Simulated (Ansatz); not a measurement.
# BaZr2O3: the cost of one run

Method: DFT PBE, scalar-relativistic, plane waves, PAW, unless a step names another level, in Ansatz 0.2.0.

8 further runs of the same task are left out: 1 that didn't finish, 7 set aside as unsound or not needed.

### 1 The formula and the candidates

Pauling electronegativities: Ba 0.89, Zr 1.33, O 3.44 (spread 2.55). The formula balances with common oxidation states: Zr +2, Ba +2, O -2. Tabulated atomic sizes suggest about 16 Å³/atom. 28 candidates were drawn, by swapping species into database cells of other compounds, at random by space group and Wyckoff sites, or by hand, as the table says; time allowed 25 of them to run, and these are listed.

```csv
name,made from,space group no.,Wyckoff sites,atoms (primitive cell),V (Å³/atom)
c01,random,123,"Ba 1c; Zr 1a, 1b; O 1d, 2f",6,19.0
c02,random,71,"Ba 2b; Zr 4i; O 4e, 2d",6,16.3
c03,built by hand: rocksalt with MoPt2 cation order,71,"Ba 2a; Zr 4i; O 2d, 4j",6,15.6
c04,database cell of SrCu2O3,65,"Ba 2d; Zr 4i; O 4i, 2b",6,15.6
c05,built by hand: rocksalt ordered along 001,139,"Ba 2a; Zr 4e; O 2b, 4e",6,15.7
c06,database cell of Zr2As3Se,99,"Ba 1a; Zr 1b, 1a; O 2c, 1b",6,14.6
c07,random,71,"Ba 2a; Zr 4h; O 4j, 2c",6,19.3
c08,built by hand: perovskite slab with Zr layer,107,"Ba 2a; Zr 2a, 2a; O 2a, 4b",6,15.8
c09,random,139,"Ba 2a; Zr 4e; O 4d, 2b",6,19.7
c10,random,166,Ba 3b; Zr 6c; O 9e,6,16.7
c12,database cell of Li3SmBi2,164,"Ba 1a; Zr 2d; O 2d, 1b",6,18.2
c13,database cell of Dy2Ga3Ni,156,"Ba 1a; Zr 1c, 1c; O 1b, 1b, 1a",6,16.7
c14,database cell of V2O3F,38,"Ba 2b; Zr 2a, 2b; O 2b, 4d",6,16.2
c15,database cell of Al3Ni2Pt,123,"Ba 1a; Zr 2g; O 2h, 1d",6,15.4
c16,database cell of NaFe2O3,164,"Ba 1b; Zr 2d; O 2d, 1a",6,14.5
c17,random,183,Ba 1a; Zr 2b; O 3c,6,17.0
c18,random,65,"Ba 2c; Zr 2b, 2d; O 4j, 2a",6,16.5
c19,built by hand: rocksalt ordered along 111,164,"Ba 1a; Zr 2d; O 1b, 2d",6,15.6
c20,random,99,"Ba 1b; Zr 1b, 1a; O 2c, 1b",6,17.3
c21,random,65,"Ba 2b; Zr 4g; O 4i, 2c",6,16.9
c22,database cell of ErB2Rh3,12,"Ba 2a; Zr 4g; O 2d, 4f",6,15.6
c25,random,166,Ba 3a; Zr 6c; O 9e,6,18.3
c26,"built by hand: BaTi2As2O, oxide-filled",123,"Ba 1d; Zr 2f; O 1c, 2g",6,15.7
c27,random,189,Ba 1a; Zr 2e; O 3g,6,17.0
c28,database cell of PrB2Rh3,191,Ba 1a; Zr 2c; O 3g,6,15.3
```

### 2 Screening run of c03

Input file input.yaml:

```yaml
crystal:
  lattice:
    - [-1.77, 2.5, 5.3]
    - [1.77, -2.5, 5.3]
    - [1.77, 2.5, -5.3]
  atoms:
    - { symbol: Ba, position: [0.0, 0.0, 0.0] }
    - { symbol: Zr, position: [0.34, 0.34, 0.0] }
    - { symbol: Zr, position: [0.66, 0.66, 0.0] }
    - { symbol: O, position: [0.5, 0.0, 0.5] }
    - { symbol: O, position: [0.167, 0.667, 0.5] }
    - { symbol: O, position: [0.833, 0.333, 0.5] }
basis:
  ecutwfc: 420
kpoints:
  mp_grid: { grid: [4, 4, 4] }
hamiltonian:
  xc: pbe
scf:
  occupations: { method: gaussian, width: 0.15 }
  lower_state_search: "off"
output:
  forces: true
  stress: true
  eigenvalues: true
relax:
  adjacent_minimum: "off"
  f_tol: 0.08
  max_steps: 16
  cell: { stress_tol: 0.8 }
```

Started as:

```bash
ansatz run input.yaml --threads 1 --pin off --max-ram 2560MiB --backend cpu --events-out ev --progress --plain --runs-dir out
```

What time and memory should one allow on 1 thread of Arm Neoverse V2, shared host?

About 30 s, with a peak of 0.39 GiB.
